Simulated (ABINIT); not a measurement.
# Ga3Se (Pm-3m) in ABINIT: reference runs

How does Ga3Se come out in PBE? The cell is run as given and disturbed.

Everything below comes from runs of ABINIT 10.8.3 (patched build). Logs are shortened: lines on timing, memory, paths and dates and some standing lists are left out, and cuts for length are marked. The log counts tension as positive stress, the text compression.

## Step 1: The structure

Symmetry: Pm-3m, No. 221, cubic system. Conventional cell: a = 4.432 Å, b = 4.432 Å, c = 4.432 Å, α = 90.00°, β = 90.00°, γ = 90.00°. Around Se (site symmetry m-3m) lie 12 Ga at 3.13 Å. Ga (site symmetry 4/mmm) is surrounded by 4 Se at 3.13 Å and 8 Ga at 3.13 Å.

The cell comes from a database or a generator and needn't be the stable form of this composition.

## Step 2: Single point, PBE

run.abi reads:

```
# Pseudopotentials
pp_dirpath "./"
pseudos "Se.GGA_PBE-JTH.xml, Ga.GGA_PBE-JTH.xml"

# Structure
structure "poscar:POSCAR"
natom 4

# Plane-wave basis
ecut 17.0
pawecutdg 34.0
pawxcdev 0

# k points
kptopt 1
ngkpt 6 6 6
nshiftk 1
shiftk 0.0 0.0 0.0

# Exchange and correlation
ixc 11

# Bands and occupations
nband 27
occopt 3
tsmear 0.05 eV

# SCF cycle
nstep 100
tolvrs 1.0e-9

# Output
iomode 3
prtwf 0
prteig 0
prtebands 0
prtden 1
prtvha 1
prtvclmb 1
prtpot 1
```

POSCAR reads:

```
Ga3Se
1.0
    4.4324650000      0.0000000000      0.0000000000
    0.0000000000      4.4324650000      0.0000000000
    0.0000000000      0.0000000000      4.4324650000
Se Ga
1 3
Direct
    0.0000000000      0.0000000000      0.0000000000  Se
    0.5000000000      0.5000000000      0.0000000000  Ga
    0.5000000000      0.0000000000      0.5000000000  Ga
    0.0000000000      0.5000000000      0.5000000000  Ga
```

Potentials or basis: JTH PAW PBE v2.0.

The run is started by

```console
$ abinit run.abi > log 2>&1
```

run.abo:

```text
.Version 10.8.3 of ABINIT
 Symmetries : space group Pm -3 m (#221); Bravais cP (primitive cubic)
================================================================================
 Values of the parameters that define the memory need of the present run
     intxc =       0    ionmov =       0      iscf =      17    lmnmax =      18
     lnmax =       6     mgfft =      32  mpssoang =       3    mqgrid =    3001
     natom =       4  nloc_mem =       2    nspden =       1   nspinor =       1
    nsppol =       1      nsym =      48    n1xccc =       1    ntypat =       2
    occopt =       3   xclevel =       2
       mpw =        1982          nfft =       32768          nkpt =          20
 PAW method is used; the additional fine FFT grid is defined by:
   mgfftf=        45    nfftf =     91125
================================================================================
================================================================================

--------------------------------------------------------------------------------
------------- Echo of variables that govern the present computation ------------
--------------------------------------------------------------------------------
 -outvars: echo values of preprocessed input variables --------
            acell      1.0000000000E+00  1.0000000000E+00  1.0000000000E+00 Bohr
              amu      7.89600000E+01  6.97230000E+01
             ecut      1.70000000E+01 Hartree
              ixc          11
         kptrlatt        6    0    0      0    6    0      0    0    6
          kptrlen      5.02568695E+01
            natom           4
            nband          27
            ngfft          32      32      32
          ngfftdg          45      45      45
             nkpt          20
            nstep         100
             nsym          48
           ntypat           2
           occopt           3
        pawecutdg      3.40000000E+01 Hartree
         pawxcdev           0
        prtebands           0
           prteig           0
           prtpot           1
         prtvclmb           1
           prtvha           1
            prtwf           0
            rprim      8.3761449127E+00  0.0000000000E+00  0.0000000000E+00
                       0.0000000000E+00  8.3761449127E+00  0.0000000000E+00
                       0.0000000000E+00  0.0000000000E+00  8.3761449127E+00
          spgroup         221
           tolvrs      1.00000000E-09
           tsmear      1.83746611E-03 Hartree
            typat      1  2  2  2
           useylm           1
[... 162 lines left out ...]
    4     -0.00000000000000    -0.00000000000000    -0.00000000000000
 frms,max,avg= 0.0000000E+00 0.0000000E+00   0.000E+00  0.000E+00  0.000E+00 h/b

 cartesian forces (eV/Angstrom) at end:
    1     -0.00000000000000    -0.00000000000000    -0.00000000000000
    2     -0.00000000000000    -0.00000000000000    -0.00000000000000
    3     -0.00000000000000    -0.00000000000000    -0.00000000000000
    4     -0.00000000000000    -0.00000000000000    -0.00000000000000
 frms,max,avg= 0.0000000E+00 0.0000000E+00   0.000E+00  0.000E+00  0.000E+00 e/A
 length scales=  1.000000000000  1.000000000000  1.000000000000 bohr
              =  0.529177210544  0.529177210544  0.529177210544 angstroms
 Fermi (or HOMO) energy (hartree) =   0.14355   Average Vxc (hartree)=  -0.35497
 Eigenvalues (hartree) for nkpt=  20  k points:
 kpt#   1, nband= 27, wtk=  0.00463, kpt=  0.0000  0.0000  0.0000 (reduced coord)
  -0.40924   -0.40848   -0.40848   -0.40848   -0.40660   -0.40660   -0.40377   -0.40377
  -0.40377   -0.40149   -0.40149   -0.40115   -0.39960   -0.39960   -0.39960   -0.35204
  -0.13237    0.00682    0.00682    0.00682    0.03900    0.03900    0.20242    0.20242
   0.20242    0.30608    0.30608
      occupation numbers for kpt#   1
   2.00000    2.00000    2.00000    2.00000    2.00000    2.00000    2.00000    2.00000
   2.00000    2.00000    2.00000    2.00000    2.00000    2.00000    2.00000    2.00000
   2.00000    2.00000    2.00000    2.00000    2.00000    2.00000    0.00000    0.00000
   0.00000    0.00000    0.00000
 prteigrs : prtvol=0 or 1, do not print more k-points.

--- !EnergyTerms
iteration_state     : {dtset: 1, }
comment             : Components of total free energy in Hartree
kinetic             :  1.78509007411185E+01
hartree             :  7.36174428093037E+01
xc                  : -1.10534120297694E+01
Ewald energy        : -1.43499752342511E+02
psp_core            :  7.81425761949868E+00
local_psp           : -1.94724051244734E+02
PAW spherical_terms :  3.17779205418578E+00
internal            : -2.46816822392908E+02
'-kT*entropy'       : -3.94815109598689E-04
total_energy        : -2.46817217208018E+02
total_energy_eV     : -6.71623862960556E+03
...

--- !EnergyTermsDC
iteration_state     : {dtset: 1, }
comment             : '"Double-counting" decomposition of free energy'
band_energy         : -1.27862065140734E+01
Ewald energy        : -1.43499752342511E+02
psp_core            :  7.81425761949868E+00
xc_dc               : -7.51058242356585E+01
PAW spherical_terms : -2.32392963182549E+01
internal            : -2.46816821790999E+02
'-kT*entropy'       : -3.94815109598689E-04
total_energy_dc     : -2.46817216606109E+02
total_energy_dc_eV  : -6.71623861322678E+03
...

--- !EnergyTermsWithPAWCore
iteration_state     : {dtset: 1, }
comment             : 'Components of total free energy, including PAW core contributions'
Total energy        : -8.26222991919658E+03
Total energy DC     : -8.26222991859467E+03
Total energy (eV)   : -2.24826729584358E+05
Total energy DC (eV): -2.24826729567980E+05
...

 Cartesian components of stress tensor (hartree/bohr^3)
  sigma(1 1)=  2.51582681E-05  sigma(3 2)=  0.00000000E+00
  sigma(2 2)=  2.51582681E-05  sigma(3 1)=  0.00000000E+00
  sigma(3 3)=  2.51582681E-05  sigma(2 1)=  0.00000000E+00

-Cartesian components of stress tensor (GPa)         [Pressure= -7.4018E-01 GPa]
- sigma(1 1)=  7.40181801E-01  sigma(3 2)=  0.00000000E+00
- sigma(2 2)=  7.40181801E-01  sigma(3 1)=  0.00000000E+00
- sigma(3 3)=  7.40181801E-01  sigma(2 1)=  0.00000000E+00

== END DATASET(S) ==============================================================
================================================================================

 -outvars: echo values of variables after computation  --------
            acell      1.0000000000E+00  1.0000000000E+00  1.0000000000E+00 Bohr
           etotal     -2.4681721661E+02
            fcart     -0.0000000000E+00 -0.0000000000E+00 -0.0000000000E+00
                      -0.0000000000E+00 -0.0000000000E+00 -0.0000000000E+00
                      -0.0000000000E+00 -0.0000000000E+00 -0.0000000000E+00
                      -0.0000000000E+00 -0.0000000000E+00 -0.0000000000E+00
            rprim      8.3761449127E+00  0.0000000000E+00  0.0000000000E+00
                       0.0000000000E+00  8.3761449127E+00  0.0000000000E+00
                       0.0000000000E+00  0.0000000000E+00  8.3761449127E+00
           strten      2.5158268077E-05  2.5158268077E-05  2.5158268077E-05
                       0.0000000000E+00  0.0000000000E+00  0.0000000000E+00
           xangst      0.0000000000E+00  0.0000000000E+00  0.0000000000E+00
                       2.2162325000E+00  2.2162325000E+00  0.0000000000E+00
                       2.2162325000E+00  0.0000000000E+00  2.2162325000E+00
                       0.0000000000E+00  2.2162325000E+00  2.2162325000E+00
             xred      0.0000000000E+00  0.0000000000E+00  0.0000000000E+00
                       5.0000000000E-01  5.0000000000E-01  0.0000000000E+00
                       5.0000000000E-01  0.0000000000E+00  5.0000000000E-01
                       0.0000000000E+00  5.0000000000E-01  5.0000000000E-01
 Calculation completed.
```

Wall time 27 s (1 thread of Arm Neoverse V2, shared host); peak memory 0.14 GiB.

Results:

```yaml
Free_energy: -6716.2386 eV
Pressure: -0.7 GPa
Band_gap_on_the_k_mesh: none (metal or under the smearing width)
Valence_electrons_inside_the_program's_atomic_spheres: Se 3.86; Ga 10.95
```

Levels at points of the mesh, in eV from the Fermi level:
```tsv
k point	band 20	band 21	band 22	band 23	band 24	band 25	band 26	band 27
(0.00, 0.00, 0.00)	-3.72	-2.85	-2.85	1.60	1.60	1.60	4.42	4.42
(0.50, 0.00, 0.00)	-2.79	-2.17	-1.05	-0.26	-0.26	1.18	3.98	4.18
(0.50, 0.50, 0.00)	-2.16	-0.78	-0.71	-0.71	1.35	1.66	1.66	1.86
(0.50, 0.50, 0.50)	-4.86	-4.86	-4.86	-3.49	3.96	3.96	3.96	8.53
```

## Step 3: Single point, PBE (atoms moved at random, drawn with an rms of 0.05 Å)

run.abi: that of step 2 with these lines changed.

```diff
@@ -5,4 +5,19 @@
 # Structure
-structure "poscar:POSCAR"
+acell 8.376144907 8.376144907 8.376144907
+rprim
+     1.0000000000     0.0000000000     0.0000000000
+     0.0000000000     1.0000000000     0.0000000000
+     0.0000000000     0.0000000000     1.0000000000
+ntypat 2
+znucl 34 31
 natom 4
+typat 1 2 2 2
+xred
+     0.0009510000     0.0023570000     0.0027340000
+     0.5122880000     0.4914970000    -0.0003980000
+     0.5063790000     0.0011830000     0.4970060000
+     0.0050230000     0.4984880000     0.4909640000
+chkprim 0
+chksymtnons 0
+tolsym 1.0e-6
 
@@ -34,7 +49,5 @@
 prtwf 0
+prtden 0
 prteig 0
 prtebands 0
-prtden 1
-prtvha 1
-prtvclmb 1
-prtpot 1
+enunit 1
```

Potentials or basis: JTH PAW PBE v2.0.

The run is started by

```console
$ abinit run.abi > log 2>&1
```

Run time: 3.2 min. Hardware: 1 thread of Arm Neoverse V2, shared host; peak memory 0.25 GiB.

Results (log left out):

* Free energy: -6716.2349 eV
* Pressure: -0.7 GPa
* Largest force: 0.084 eV/Å
* Band gap on the k mesh: none (metal or under the smearing width)
* Valence electrons inside the program's atomic spheres: Se 3.84; Ga 10.94

Forces in eV/Å, atoms in the order of the input:
```
Se   0.022 -0.026 -0.025
Ga  -0.039  0.050 -0.056
Ga  -0.030 -0.056  0.035
Ga   0.047  0.032  0.046
```

Levels at points of the mesh, in eV from the Fermi level:
| k point | band 21 | band 22 | band 23 | band 24 | band 25 | band 26 |
| --- | --- | --- | --- | --- | --- | --- |
| (0.00, 0.00, 0.00) | -2.85 | -2.83 | 1.60 | 1.60 | 1.60 | 4.41 |
| (0.50, 0.00, 0.00) | -2.17 | -1.06 | -0.26 | -0.25 | 1.17 | 3.98 |
| (0.00, 0.50, 0.00) | -2.17 | -1.06 | -0.26 | -0.25 | 1.18 | 3.97 |
| (0.50, 0.50, 0.00) | -0.80 | -0.71 | -0.70 | 1.35 | 1.59 | 1.66 |
| (0.00, 0.00, 0.50) | -2.17 | -1.05 | -0.26 | -0.26 | 1.17 | 3.98 |
| (0.50, 0.00, 0.50) | -0.86 | -0.71 | -0.64 | 1.35 | 1.66 | 1.66 |
| (0.00, 0.50, 0.50) | -0.83 | -0.72 | -0.66 | 1.35 | 1.62 | 1.66 |
| (0.50, 0.50, 0.50) | -4.82 | -4.74 | -3.48 | 3.96 | 3.96 | 3.96 |
